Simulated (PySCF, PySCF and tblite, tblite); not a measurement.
# C5H6F3+: a path driven as rotation about a bond, and NMR exchange, part 2 of 2

PySCF and tblite. Atoms count from 0.

## (10) Shieldings, start: BHandHLYP/pcSseg-1 in cyclohexane

What the job is given:

```
{"job": {"kind": "nmr", "xc": "BHandHLYP", "basis": "pcSseg-1", "solvent": "cyclohexane", "pop": false}, "charge": 1, "multiplicity": 1}
C      2.486926     0.362307    -0.065352
C      1.278782    -0.381319    -0.168569
C     -0.005875     0.196357    -0.159428
C     -1.127238    -0.558559    -0.258261
C     -2.520523     0.043894    -0.257836
F     -3.245600    -0.494389     0.718292
F     -2.498407     1.361211    -0.086210
F     -3.115430    -0.216447    -1.420585
H      3.097324    -0.031838     0.765041
H      2.358019     1.439070     0.020651
H      3.155811     0.107284    -0.904822
H      1.345572    -1.463254    -0.260126
H     -0.092101     1.275086    -0.069263
H     -1.117938    -1.639876    -0.351099
```

The program printed:

```text
coarse grid: 12408 points
cycle   1  E = -492.8865923595  dE =  1.674e+00  |g| = 9.486e-01  |ddm| = 3.247e+00
cycle   2  E = -492.8849606048  dE =  1.632e-03  |g| = 1.060e+00  |ddm| = 1.056e+00
cycle   3  E = -493.0581685886  dE = -1.732e-01  |g| = 7.806e-02  |ddm| = 5.264e-01
cycle   4  E = -493.0590268901  dE = -8.583e-04  |g| = 4.546e-02  |ddm| = 8.105e-02
cycle   5  E = -493.0595144456  dE = -4.876e-04  |g| = 1.311e-02  |ddm| = 3.988e-02
cycle   6  E = -493.0595563555  dE = -4.191e-05  |g| = 1.834e-03  |ddm| = 1.097e-02
cycle   7  E = -493.0595575336  dE = -1.178e-06  |g| = 6.461e-04  |ddm| = 2.185e-03
final grid: 123088 points
cycle   8  E = -493.1073272529  dE = -2.014e-05  |g| = 3.759e-03  |ddm| = 1.651e-02
cycle   9  E = -493.1073278833  dE = -6.305e-07  |g| = 3.575e-03  |ddm| = 4.627e-03
cycle  10  E = -493.1073299541  dE = -2.071e-06  |g| = 2.981e-04  |ddm| = 1.913e-03
cycle  11  E = -493.1073299688  dE = -1.470e-08  |g| = 1.214e-04  |ddm| = 2.541e-04
cycle  12  E = -493.1073299718  dE = -2.981e-09  |g| = 2.104e-05  |ddm| = 9.996e-05
cycle  13  E = -493.1073299719  dE = -7.594e-11  |g| = 6.650e-06  |ddm| = 1.903e-05
converged SCF energy = -493.1073299719

GIAO shielding tensors (ppm)
atom      isotropic    diamagn.    paramagn.     s11        s22        s33       span
  0 C      142.996     249.026    -106.030     98.105    163.231    167.651     69.546
  1 C      -91.120     257.919    -349.038   -256.632   -170.083    153.357    409.989
  2 C       39.428     258.526    -219.099    -61.881     22.203    157.961    219.842
  3 C      -16.063     258.978    -275.041   -137.312    -43.941    133.062    270.374
  4 C       63.977     240.784    -176.808     50.547     67.376     74.007     23.460
  5 F      264.147     469.716    -205.569    186.061    266.167    340.213    154.152
  6 F      281.194     475.305    -194.112    202.048    280.176    361.357    159.309
  7 F      262.443     469.104    -206.661    183.648    264.929    338.751    155.104
  8 H       27.168      24.986       2.181     23.995     25.004     32.504      8.509
  9 H       27.732      28.494      -0.762     23.847     27.747     31.602      7.754
 10 H       27.163      24.412       2.751     23.995     25.009     32.485      8.490
 11 H       20.684      30.965     -10.281     12.360     21.971     27.720     15.359
 12 H       23.304      32.807      -9.504     19.387     20.822     29.702     10.315
 13 H       23.201      30.313      -7.112     19.638     22.660     27.306      7.668
```

It took 17 s on 1 thread of Intel Xeon Platinum 8488C, shared host; peak memory 0.86 GiB.

This run: HOMO -13.71 eV, LUMO -6.33 eV.

## (11) Single-point energy, saddle of leg 1: BHandHLYP/pcSseg-1 in cyclohexane

What the job is given:

```
{"job": {"kind": "sp", "xc": "BHandHLYP", "basis": "pcSseg-1", "solvent": "cyclohexane", "pop": false}, "charge": 1, "multiplicity": 1}
C      2.354661     0.228089     0.430659
C      1.364815    -0.236123    -0.475020
C     -0.018097     0.053729    -0.386536
C     -1.083749    -0.543704     0.115845
C     -2.466137     0.068369     0.012968
F     -2.961374     0.313514     1.222950
F     -2.430348     1.227643    -0.656228
F     -3.297599    -0.747619    -0.624338
H      2.899820    -0.660977     0.798419
H      1.979058     0.818005     1.264477
H      3.181178     0.733912    -0.093153
H      1.691578    -0.793682    -1.355547
H     -0.166615     1.027969    -0.894157
H     -1.047190    -1.489124     0.639662
```

The program printed:

```text
coarse grid: 12408 points
cycle   1  E = -492.8518930128  dE =  1.730e+00  |g| = 9.471e-01  |ddm| = 3.227e+00
cycle   2  E = -492.8694682333  dE = -1.758e-02  |g| = 1.010e+00  |ddm| = 1.082e+00
cycle   3  E = -493.0268948906  dE = -1.574e-01  |g| = 6.208e-02  |ddm| = 4.971e-01
cycle   4  E = -493.0275036256  dE = -6.087e-04  |g| = 3.201e-02  |ddm| = 6.562e-02
cycle   5  E = -493.0277160615  dE = -2.124e-04  |g| = 8.876e-03  |ddm| = 2.883e-02
cycle   6  E = -493.0277343098  dE = -1.825e-05  |g| = 2.551e-03  |ddm| = 8.605e-03
cycle   7  E = -493.0277362946  dE = -1.985e-06  |g| = 8.568e-04  |ddm| = 2.532e-03
final grid: 123088 points
cycle   8  E = -493.0757165127  dE = -1.844e-05  |g| = 3.491e-03  |ddm| = 1.537e-02
cycle   9  E = -493.0757171009  dE = -5.882e-07  |g| = 3.267e-03  |ddm| = 4.375e-03
cycle  10  E = -493.0757188674  dE = -1.767e-06  |g| = 2.732e-04  |ddm| = 1.834e-03
cycle  11  E = -493.0757188801  dE = -1.263e-08  |g| = 1.169e-04  |ddm| = 2.454e-04
cycle  12  E = -493.0757188831  dE = -3.059e-09  |g| = 1.621e-05  |ddm| = 9.861e-05
cycle  13  E = -493.0757188832  dE = -8.197e-11  |g| = 7.577e-06  |ddm| = 1.796e-05
converged SCF energy = -493.0757188832
```

It took 8.6 s on 1 thread of Intel Xeon Platinum 8488C, shared host; peak memory 0.64 GiB.

In short: HOMO -12.75 eV, LUMO -6.15 eV.

## (12) Shieldings, end: BHandHLYP/pcSseg-1 in cyclohexane

What the job is given:

```
{"job": {"kind": "nmr", "xc": "BHandHLYP", "basis": "pcSseg-1", "solvent": "cyclohexane", "pop": false}, "charge": 1, "multiplicity": 1}
C      2.165215    -0.129098     0.352875
C      1.390909     0.044530    -0.829640
C     -0.005313     0.226430    -0.905220
C     -0.888283    -0.177424     0.036522
C     -2.380367     0.070006    -0.091970
F     -2.799196     0.740890     0.980414
F     -2.683177     0.778590    -1.173384
F     -3.036720    -1.085323    -0.149102
H      2.849293    -0.983908     0.229061
H      1.603023    -0.179740     1.281704
H      2.908397     0.685004     0.416039
H      1.927079     0.081594    -1.776313
H     -0.394602     0.682606    -1.813427
H     -0.623423    -0.755257     0.914915
```

The program printed:

```text
coarse grid: 12408 points
cycle   1  E = -492.8803550871  dE =  1.681e+00  |g| = 9.458e-01  |ddm| = 3.249e+00
cycle   2  E = -492.8821886206  dE = -1.834e-03  |g| = 1.049e+00  |ddm| = 1.044e+00
cycle   3  E = -493.0510197293  dE = -1.688e-01  |g| = 7.566e-02  |ddm| = 5.212e-01
cycle   4  E = -493.0518181195  dE = -7.984e-04  |g| = 4.349e-02  |ddm| = 7.821e-02
cycle   5  E = -493.0522578479  dE = -4.397e-04  |g| = 1.313e-02  |ddm| = 3.903e-02
cycle   6  E = -493.0523003018  dE = -4.245e-05  |g| = 1.851e-03  |ddm| = 1.085e-02
cycle   7  E = -493.0523015460  dE = -1.244e-06  |g| = 6.726e-04  |ddm| = 2.229e-03
final grid: 123088 points
cycle   8  E = -493.1006132878  dE = -2.025e-05  |g| = 3.770e-03  |ddm| = 1.836e-02
cycle   9  E = -493.1006138829  dE = -5.951e-07  |g| = 3.597e-03  |ddm| = 4.780e-03
cycle  10  E = -493.1006159537  dE = -2.071e-06  |g| = 2.907e-04  |ddm| = 1.929e-03
cycle  11  E = -493.1006159670  dE = -1.336e-08  |g| = 1.301e-04  |ddm| = 2.536e-04
cycle  12  E = -493.1006159706  dE = -3.521e-09  |g| = 2.755e-05  |ddm| = 1.141e-04
cycle  13  E = -493.1006159707  dE = -1.688e-10  |g| = 9.987e-06  |ddm| = 2.674e-05
converged SCF energy = -493.1006159707

GIAO shielding tensors (ppm)
atom      isotropic    diamagn.    paramagn.     s11        s22        s33       span
  0 C      144.754     250.903    -106.149     97.221    157.010    180.033     82.812
  1 C      -95.324     257.320    -352.644   -272.781   -173.437    160.246    433.028
  2 C       41.410     257.889    -216.479    -62.717     26.660    160.288    223.005
  3 C       -3.659     259.390    -263.049   -121.427    -33.863    144.315    265.742
  4 C       63.850     240.899    -177.049     51.412     66.688     73.450     22.039
  5 F      263.100     471.141    -208.040    183.418    266.563    339.320    155.901
  6 F      282.227     473.002    -190.775    201.173    283.592    361.917    160.744
  7 F      263.120     469.823    -206.703    183.715    264.448    341.197    157.482
  8 H       27.333      25.121       2.212     23.895     25.165     32.939      9.045
  9 H       27.687      30.847      -3.161     23.746     28.486     30.829      7.083
 10 H       27.175      24.944       2.231     23.807     24.911     32.809      9.002
 11 H       20.206      28.270      -8.064     12.506     21.237     26.874     14.368
 12 H       23.302      30.740      -7.438     20.409     21.086     28.412      8.004
 13 H       23.002      31.790      -8.788     18.852     22.438     27.716      8.864
```

Run time: 17 s. Hardware: 1 thread of Intel Xeon Platinum 8488C, shared host; peak memory 0.86 GiB.

This run: HOMO -13.59 eV, LUMO -6.38 eV.

## (13) Second level: BHandHLYP/pcSseg-1 + D3(BJ), IEF-PCM cyclohexane

What the job is given:

```
{"job": {"smiles": "C[CH+]/C=C/C(F)(F)F", "charge": 1, "mult": 1, "motion": "rotation", "what": "allyl or dienyl ion", "atoms": [2, 1], "drives": [{"terms": [["t", [3, 2, 1, 0], 0.25], ["t", [3, 2, 1, 11], 0.25], ["t", [12, 2, 1, 0], 0.25], ["t", [12, 2, 1, 11], 0.25]], "by": 180, "n": 12}], "study": "path", "level": {"kind": "nmr", "xc": "BHandHLYP", "basis": "pcSseg-1", "solvent": "cyclohexane", "wide": true}, "fields": [60, 200, 270], "first": 5, "seed": 92, "kind": "pathvar"}, "charge": 1, "multiplicity": 1}
C      2.486926     0.362307    -0.065352
C      1.278782    -0.381319    -0.168569
C     -0.005875     0.196357    -0.159428
C     -1.127238    -0.558559    -0.258261
C     -2.520523     0.043894    -0.257836
F     -3.245600    -0.494389     0.718292
F     -2.498407     1.361211    -0.086210
F     -3.115430    -0.216447    -1.420585
H      3.097324    -0.031838     0.765041
H      2.358019     1.439070     0.020651
H      3.155811     0.107284    -0.904822
H      1.345572    -1.463254    -0.260126
H     -0.092101     1.275086    -0.069263
H     -1.117938    -1.639876    -0.351099
```

The program printed:

```text
stationary points (kcal/mol above the start)
  n  kind          group   xTB      DFT    lowest mode
  0  minimum      Cs       0.00     0.00      25.9
  1  saddle       C1       8.98    19.83    -293.1
  2  minimum      C1       2.46     4.00      30.9

GFN2-xTB energies: T/K, barrier G, reaction G (kcal/mol), k forward, k back (1/s)
 150.00     7.69     2.51       39.1   8.94e+04
 200.00     7.78     2.54   2.64e+04   7.92e+06
 250.00     7.88     2.58   1.35e+06    1.2e+08
 298.15     7.99     2.61   1.74e+07   7.12e+08
 350.00     8.11     2.65   1.26e+08   2.84e+09
 400.00     8.23     2.68   5.31e+08   7.77e+09
 500.00     8.49     2.76   4.04e+09   3.26e+10

PBE0/pcSseg-1 + D3(BJ), IEF-PCM cyclohexane energies: T/K, barrier G, reaction G (kcal/mol), k forward, k back (1/s)
 150.00    18.22     3.80   1.77e-14      3e-09
 200.00    18.31     3.83    8.2e-08   0.000621
 250.00    18.41     3.86   0.000839      0.991
 298.15    18.52     3.89      0.332        118
 350.00    18.64     3.93       33.6   4.77e+03
 400.00    18.76     3.97        936   6.89e+04
 500.00    19.02     4.04   1.01e+05   2.95e+06

BHandHLYP/pcSseg-1 + D3(BJ), IEF-PCM cyclohexane energies: T/K, barrier G, reaction G (kcal/mol), k forward, k back (1/s)
 150.00    18.54     4.05   6.03e-15    2.4e-09
 200.00    18.63     4.08   3.65e-08   0.000526
 250.00    18.73     4.11   0.000439      0.867
 298.15    18.84     4.15      0.193        106
 350.00    18.96     4.19       21.1   4.34e+03
 400.00    19.08     4.22        625   6.33e+04
 500.00    19.35     4.30    7.3e+04   2.76e+06
```

Wall time 1.8 min (1 thread of Intel Xeon Platinum 8488C, shared host); peak memory 0.86 GiB. This counts the runs that the step sums up.

Barriers by level (kcal/mol; entropies in cal/(mol K)). Zero-point and thermal terms come from xTB in every row. ΔG‡ leaves symmetry out; the rate counts equivalent paths (a factor of 2); effective ΔG‡, where given, is the barrier that would give that rate by Eyring's equation alone:

```tsv
level	ΔE‡	with zero-point	ΔH‡	ΔS‡	ΔG‡ (298 K)	ΔE of reaction	k at 298 K (1/s)	effective ΔG‡
GFN2-xTB	8.98	7.56	7.24	-2.5	7.99	2.46	1.7e+07	7.57
PBE0/pcSseg-1 + D3(BJ), IEF-PCM cyclohexane	19.51	18.09	17.77	-2.5	18.52	3.75	0.33	18.11
BHandHLYP/pcSseg-1 + D3(BJ), IEF-PCM cyclohexane	19.83	18.41	18.09	-2.5	18.84	4.00	0.19	18.43
```

## (14) Results

What follows sums up all 2 parts.

| quantity | value |
| --- | --- |
| barrier (PBE0/pcSseg-1 + D3(BJ), IEF-PCM cyclohexane) | ΔE‡ 19.5, ΔG‡(298 K) 18.5 kcal/mol |
| barrier (GFN2-xTB) | ΔE‡ 9.0 kcal/mol |
| rate at 298 K | 0.33 s⁻¹ |
| end of the path | 3.8 kcal/mol from the start |

What this shows: DFT puts the top 19.5 kcal/mol above the start (xTB: 9.0); the rate from the DFT barrier is 0.33 s⁻¹ at 298 K. An error of 1.4 kcal/mol changes that rate tenfold. BHandHLYP/pcSseg-1 + D3(BJ), IEF-PCM cyclohexane moves the barrier from 19.5 to 19.8 kcal/mol.
